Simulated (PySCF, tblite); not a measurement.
# C₅H₁₀PSi₂−: geometry, infrared bands and NMR shifts

What infrared bands and NMR shifts should C₅H₁₀PSi₂− (`Cc1cc([SiH3])c([SiH3])[p-]1`) show?

Programs: tblite 0.8.0 and PySCF 2.14.0, with density-fitted response routines of our own. Each step states its level of theory. These are calculated values for one molecule in the gas phase, unless marked as measured. Atoms are numbered from 0 throughout.

**1. Starting geometry**

18 atoms, charge -1, multiplicity 1; geometry from: force field or distance geometry start.

Bonds of the start (Å): C0–C1 1.50, C1–C2 1.34, C2–C3 1.36, C3–Si4 1.87, C3–C5 1.38, C5–Si6 1.83, C5–P7 1.79, P7–C1 1.80, C0–H8 1.11, C0–H9 1.11, C0–H10 1.12, C2–H11 1.11, Si4–H12 1.45, Si4–H13 1.48, Si4–H14 1.47, Si6–H15 1.45, Si6–H16 1.49, Si6–H17 1.48.

**2. Geometry optimisation with GFN2-xTB**

Job settings and geometry (Å):

```
{"job": {"kind": "relax", "xc": "GFN2-xTB", "basis": "xTB"}, "charge": -1, "multiplicity": 1}
C      3.249600    -0.739600    -0.404500
C      1.767100    -0.599800    -0.223800
C      1.070100     0.543300    -0.203200
C     -0.272900     0.472800    -0.027500
Si    -1.377500     1.975200     0.021500
C     -0.805000    -0.784300     0.147000
Si    -2.560400    -1.217800     0.419300
P      0.577500    -1.925000     0.056200
H      3.499800    -1.613900    -1.040700
H      3.750100    -0.901500     0.572500
H      3.691600     0.206200    -0.814400
H      1.568200     1.525500    -0.350500
H     -1.712700     2.408600    -1.325400
H     -0.699200     3.072900     0.756200
H     -2.554900     1.646000     0.831200
H     -2.824500    -2.519200    -0.167200
H     -3.484900    -0.185000    -0.115500
H     -2.891000    -1.358100     1.857000
```

Launch:

```console
> OMP_NUM_THREADS=1 python probes_run.py task.json out
```

One launch serves the whole session: the jobs run in the order shown.

Output:

```text
step      E/eV     max force
  0    -597.25118    3.237
  1    -597.44360    1.157
  2    -597.49551    0.452
  3    -597.54463    0.565
  4    -597.57754    0.557
  5    -597.60162    0.345
  6    -597.62068    0.361
  7    -597.63915    0.397
  8    -597.65171    0.332
  9    -597.65924    0.216
 10    -597.66486    0.188
 11    -597.67035    0.220
 12    -597.67611    0.205
 13    -597.68131    0.177
 14    -597.68505    0.151
 15    -597.68810    0.128
 16    -597.69097    0.148
 17    -597.69341    0.137
 18    -597.69546    0.088
 19    -597.69732    0.106
 20    -597.69934    0.139
 21    -597.70177    0.180
 22    -597.70422    0.139
 23    -597.70611    0.093
 24    -597.70751    0.097
 25    -597.70870    0.104
 26    -597.70978    0.100
 27    -597.71073    0.062
 28    -597.71145    0.071
 29    -597.71199    0.058
 30    -597.71241    0.043
 31    -597.71272    0.037
 32    -597.71297    0.034
 33    -597.71320    0.036
 34    -597.71340    0.039
 35    -597.71360    0.038
 36    -597.71381    0.040
 37    -597.71404    0.036
 38    -597.71423    0.030
 39    -597.71436    0.021
 40    -597.71444    0.022
 41    -597.71451    0.023
 42    -597.71461    0.028
 43    -597.71476    0.040
 44    -597.71498    0.042
 45    -597.71525    0.049
 46    -597.71553    0.050
 47    -597.71582    0.044
 48    -597.71609    0.048
 49    -597.71638    0.046
 50    -597.71671    0.050
 51    -597.71710    0.055
 52    -597.71762    0.075
 53    -597.71841    0.092
 54    -597.71951    0.095
 55    -597.72068    0.087
 56    -597.72170    0.073
 57    -597.72246    0.076
 58    -597.72312    0.069
 59    -597.72391    0.096
 60    -597.72474    0.096
 61    -597.72550    0.083
 62    -597.72607    0.051
 63    -597.72641    0.054
 64    -597.72694    0.068
 65    -597.72748    0.084
 66    -597.72800    0.072
 67    -597.72832    0.056
 68    -597.72844    0.043
 69    -597.72868    0.041
 70    -597.72889    0.036
 71    -597.72925    0.032
 72    -597.72957    0.037
 73    -597.72992    0.041
 74    -597.73017    0.041
 75    -597.73063    0.044
 76    -597.73100    0.062
 77    -597.73154    0.072
 78    -597.73194    0.048
 79    -597.73223    0.060
 80    -597.73258    0.048
 81    -597.73304    0.046
 82    -597.73342    0.051
 83    -597.73387    0.054
 84    -597.73425    0.044
 85    -597.73459    0.037
 86    -597.73485    0.033
 87    -597.73493    0.031
 88    -597.73510    0.029
 89    -597.73521    0.026
 90    -597.73548    0.021
 91    -597.73554    0.021
 92    -597.73561    0.014
 93    -597.73564    0.013
 94    -597.73568    0.011
 95    -597.73571    0.016
 96    -597.73576    0.020
 97    -597.73580    0.015
 98    -597.73584    0.014
 99    -597.73588    0.011
100    -597.73590    0.012
101    -597.73592    0.014
102    -597.73595    0.014
103    -597.73599    0.014
104    -597.73603    0.017
105    -597.73608    0.017
106    -597.73612    0.017
107    -597.73617    0.017
108    -597.73621    0.015
109    -597.73625    0.018
110    -597.73629    0.013
111    -597.73632    0.011
112    -597.73635    0.011
113    -597.73638    0.010
114    -597.73640    0.008
```

Run time: 0.85 s. Hardware: 1 thread of Arm Neoverse V2, shared host.

Relaxation path: (not every step is listed)

```tsv
step	energy from step 0 (eV)	largest force (eV/Å)
0	0.0000	3.2368
1	-0.1924	1.1574
2	-0.2443	0.4521
3	-0.2935	0.5652
4	-0.3264	0.5574
5	-0.3504	0.3447
6	-0.3695	0.3610
7	-0.3880	0.3974
8	-0.4005	0.3318
18	-0.4443	0.0880
28	-0.4603	0.0714
38	-0.4631	0.0303
48	-0.4649	0.0484
58	-0.4719	0.0691
68	-0.4773	0.0434
78	-0.4808	0.0478
88	-0.4839	0.0293
98	-0.4847	0.0144
108	-0.4850	0.0153
109	-0.4851	0.0184
110	-0.4851	0.0135
111	-0.4851	0.0112
112	-0.4852	0.0106
113	-0.4852	0.0100
114	-0.4852	0.0079
```

Distances of close pairs at the start and the end, largest changes first:

```tsv
bond	before (Å)	after (Å)	change (Å)
C2–C3	1.356	1.406	+0.049
C1–P7	1.803	1.756	-0.046
C1–C2	1.339	1.379	+0.040
C5–P7	1.795	1.763	-0.032
C3–C5	1.376	1.407	+0.030
C0–H10	1.122	1.094	-0.028
C2–H11	1.111	1.085	-0.026
Si4–H12	1.454	1.478	+0.024
```

The next job starts from the end point, and lists it.

**3. Infrared spectrum with GFN2-xTB**

Job settings and geometry (Å):

```
{"job": {"kind": "ir", "xc": "GFN2-xTB", "basis": "xTB"}, "charge": -1, "multiplicity": 1}
C      3.212997    -0.785833    -0.385558
C      1.729772    -0.609353    -0.231529
C      1.112718     0.614444    -0.081774
C     -0.283846     0.545809     0.061424
Si    -1.343499     2.042191     0.283960
C     -0.748047    -0.781434     0.020475
Si    -2.512697    -1.315783     0.167523
P      0.571395    -1.929256    -0.201138
H      3.451914    -1.812861    -0.659857
H      3.733352    -0.553207     0.548994
H      3.606495    -0.119308    -1.158326
H      1.658896     1.551575    -0.078199
H     -2.439200     2.175671    -0.698755
H     -0.544594     3.278812     0.147973
H     -1.995266     2.155422     1.608120
H     -2.662905    -2.779499     0.138788
H     -3.388600    -0.803024    -0.912332
H     -3.167645    -0.868047     1.418553
```

Output:

```text
mode    cm-1     km/mol
  1      36.0      0.03
  2      47.3      0.14
  3      73.9      0.74
  4     102.7      1.37
  5     129.7      0.17
  6     135.7      0.01
  7     184.8      0.66
  8     262.3      0.46
  9     314.1      1.51
 10     372.4      1.47
 11     419.2      0.03
 12     444.8      4.54
 13     499.5      5.11
 14     521.0     74.27
 15     536.3     41.05
 16     548.3    121.31
 17     559.4     37.91
 18     620.0     24.56
 19     729.4      7.52
 20     789.3      1.95
 21     800.5    514.93
 22     814.7     19.34
 23     822.4    154.25
 24     831.6    287.69
 25     834.3    275.01
 26     851.7    632.88
 27     907.8    128.90
 28     990.3      6.04
 29    1024.6      3.25
 30    1065.7     55.91
 31    1139.2      6.32
 32    1213.3     12.69
 33    1349.1    121.37
 34    1363.6     21.45
 35    1391.1     10.41
 36    1473.9     13.85
 37    1500.1      0.33
 38    1508.1      0.69
 39    2051.3    166.82
 40    2073.0    268.69
 41    2084.5    889.76
 42    2096.8    646.69
 43    2122.0    402.91
 44    2162.8    306.85
 45    2918.4     88.99
 46    2943.6     96.25
 47    2992.2    179.78
 48    3001.6     43.27
```

It took 0.71 s on 1 thread of Arm Neoverse V2, shared host.

Which atoms move in the most intense modes:

```tsv
cm⁻¹	km/mol	atoms
800	514.9	H15 18 %, H13 15 %, H12 14 %, H17 14 %
832	287.7	H12 32 %, H13 27 %, H15 16 %, H16 14 %
834	275.0	H14 38 %, H13 35 %
852	632.9	H17 25 %, H16 25 %, H14 22 %, H12 21 %
2084	889.8	H14 44 %, H17 35 %, H12 15 %
2097	646.7	H13 54 %, H12 29 %
2122	402.9	H12 47 %, H13 33 %, H14 17 %
2163	306.9	H15 95 %
```

**4. Nuclear shieldings: PBE0/pcSseg-1**

Settings changed since step 3:

```diff
@@ -1,2 +1,2 @@
-{"job": {"kind": "ir", "xc": "GFN2-xTB", "basis": "xTB"}, "charge": -1, "multiplicity": 1}
+{"job": {"kind": "nmr", "xc": "PBE0", "basis": "pcSseg-1"}, "charge": -1, "multiplicity": 1}
 C      3.212997    -0.785833    -0.385558
```

Method: GIAO PBE0/pcSseg-1 NMR shielding, non-relativistic, gas phase.

Output:

```text
coarse grid: 16504 points
cycle   1  E = -1116.0963544522  dE =  8.684e-01  |g| = 5.776e-01  |ddm| = 4.227e+00
cycle   2  E = -1115.9504687396  dE =  1.459e-01  |g| = 9.242e-01  |ddm| = 2.393e+00
cycle   3  E = -1116.1970729769  dE = -2.466e-01  |g| = 1.149e-01  |ddm| = 1.600e+00
cycle   4  E = -1116.1999055692  dE = -2.833e-03  |g| = 6.206e-02  |ddm| = 2.561e-01
cycle   5  E = -1116.2009526940  dE = -1.047e-03  |g| = 2.189e-02  |ddm| = 1.107e-01
cycle   6  E = -1116.2010783699  dE = -1.257e-04  |g| = 5.998e-03  |ddm| = 3.023e-02
cycle   7  E = -1116.2010857090  dE = -7.339e-06  |g| = 2.416e-03  |ddm| = 8.360e-03
final grid: 145544 points
cycle   8  E = -1116.2478862857  dE = -2.034e-05  |g| = 8.177e-03  |ddm| = 3.244e-02
cycle   9  E = -1116.2478493528  dE =  3.693e-05  |g| = 1.409e-02  |ddm| = 2.577e-02
cycle  10  E = -1116.2479038668  dE = -5.451e-05  |g| = 1.733e-03  |ddm| = 1.817e-02
cycle  11  E = -1116.2479047004  dE = -8.337e-07  |g| = 3.976e-04  |ddm| = 2.539e-03
cycle  12  E = -1116.2479047395  dE = -3.904e-08  |g| = 1.369e-04  |ddm| = 6.290e-04
cycle  13  E = -1116.2479047440  dE = -4.504e-09  |g| = 3.062e-05  |ddm| = 1.621e-04
cycle  14  E = -1116.2479047441  dE = -1.328e-10  |g| = 1.951e-05  |ddm| = 5.098e-05
converged SCF energy = -1116.2479047441

GIAO shielding tensors (ppm)
atom      isotropic    diamagn.    paramagn.     s11        s22        s33       span
  0 C      167.236     243.705     -76.469    155.567    157.724    188.416     32.849
  1 C       34.404     267.570    -233.166    -86.068     40.951    148.329    234.397
  2 C       49.277     252.859    -203.582    -40.673     66.349    122.156    162.829
  3 C       68.130     254.768    -186.638     -9.861     56.802    157.451    167.312
  4 Si     447.165     881.896    -434.730    402.351    443.156    495.989     93.639
  5 C       54.453     262.286    -207.833    -64.593     62.492    165.459    230.052
  6 Si     440.717     880.754    -440.037    397.266    431.861    493.023     95.757
  7 P      139.049     971.102    -832.053     30.712     68.610    317.826    287.115
  8 H       29.293      28.981       0.312     23.803     29.770     34.305     10.502
  9 H       29.070      28.537       0.533     24.674     26.825     35.711     11.037
 10 H       29.181      28.861       0.320     24.148     28.006     35.389     11.240
 11 H       24.458      35.429     -10.971     21.392     23.972     28.010      6.618
 12 H       27.088      30.358      -3.270     23.343     25.802     32.120      8.777
 13 H       27.341      30.508      -3.167     23.101     26.669     32.255      9.154
 14 H       27.085      30.277      -3.191     23.595     25.220     32.441      8.847
 15 H       27.380      29.378      -1.998     23.277     26.758     32.105      8.827
 16 H       26.951      29.712      -2.760     23.402     25.096     32.356      8.954
 17 H       26.969      29.676      -2.707     23.327     25.286     32.294      8.967
```

It took 34 s on 1 thread of Arm Neoverse V2, shared host; peak memory 0.86 GiB.

The references, computed at this level on geometries of the same kind, shield at (ppm): 1H TMS 31.72, 13C TMS 186.9, 29Si TMS 349.2, 31P H3PO4 318.4. Their shielding less the atom's gives the shift. The references are single molecules in the gas phase, so shifts against H2O, NH3, PH3, H3PO4 or CFCl3 are not on the usual liquid scales and can be off by tens of ppm. Atoms listed in one row are averaged.

```tsv
atoms	environment	σ (ppm)	δ (ppm)
C1	substituted aromatic carbon	34.4	152.5
C2	aromatic CH	49.3	137.6
C5	substituted aromatic carbon	54.5	132.5
C3	substituted aromatic carbon	68.1	118.8
C0	methyl carbon on an aromatic ring	167.2	19.7
H11	hydrogen on an aromatic CH	24.46	7.26
H15, H16, H17	hydrogen on a silicon bonded to C	27.10	4.62
H12, H13, H14	hydrogen on a silicon bonded to C	27.17	4.55
H8, H9, H10	hydrogen on a methyl carbon on an aromatic ring	29.18	2.54
Si6	silicon bonded to C, 3 H	440.7	-91.6
Si4	silicon bonded to C, 3 H	447.2	-98.0
P7	phosphorus bonded to 2 C, in a 5-membered ring	139.0	179.3
```

Charges from the same density, by scheme (e):

```tsv
atoms	Mulliken	IAO	Hirshfeld	ESP fit
C0	-0.15	-0.41	-0.14	-0.58
C1	-0.55	-0.26	-0.11	0.39
C2	-0.05	-0.22	-0.12	-0.50
C3	-0.29	-0.34	-0.16	-0.18
Si4	0.49	0.57	0.24	0.37
C5	-0.66	-0.55	-0.21	-0.06
Si6	0.51	0.57	0.23	0.33
P7	0.21	0.08	-0.15	-0.53
```

Mayer bond orders: C0–C1 1.06, C1–C2 1.47, C2–C3 1.35, C3–Si4 1.00, C3–C5 1.38, C5–Si6 1.00, C5–P7 1.23, P7–C1 1.26.

Ring of atoms C1, C2, C3, C5, P7: NICS(0) -10.7, NICS(1) -11.2, NICS(1)zz -28.5 ppm (means of both faces).

**5. Results**

| quantity | value |
| --- | --- |
| strongest single infrared mode (GFN2-xTB) | 2084 cm⁻¹, 890 km/mol |
| zero-point energy (GFN2-xTB) | 73.8 kcal/mol |
| 13C shifts against TMS (PBE0/pcSseg-1) | 152.5, 137.6, 132.5, 118.8, 19.7 ppm |
| 1H shifts against TMS (PBE0/pcSseg-1, means over atoms taken as alike) | 7.26, 4.62, 4.55, 2.54 ppm |
| 29Si shifts against TMS (PBE0/pcSseg-1) | -91.6, -98.0 ppm |
| 31P shifts against H3PO4 (PBE0/pcSseg-1) | 179.3 ppm |

Relaxing lowered the energy by 0.485 eV in 114 steps; the close pair that moved most is C2–C3, from 1.356 to 1.406 Å. All 48 modes are real, so the xTB geometry is a minimum. The strongest single mode, at 2084 cm⁻¹, moves mainly H14 and H17. Unscaled tight-binding wavenumbers are off by several per cent, some by more. Its intensities can rank the bands wrongly. At PBE0/pcSseg-1: The widest tensor belongs to P7: span 287 ppm, with a paramagnetic part of -832 ppm. NICS(1)zz of -28 ppm above the planar ring from C1 marks a diatropic (aromatic) ring current.
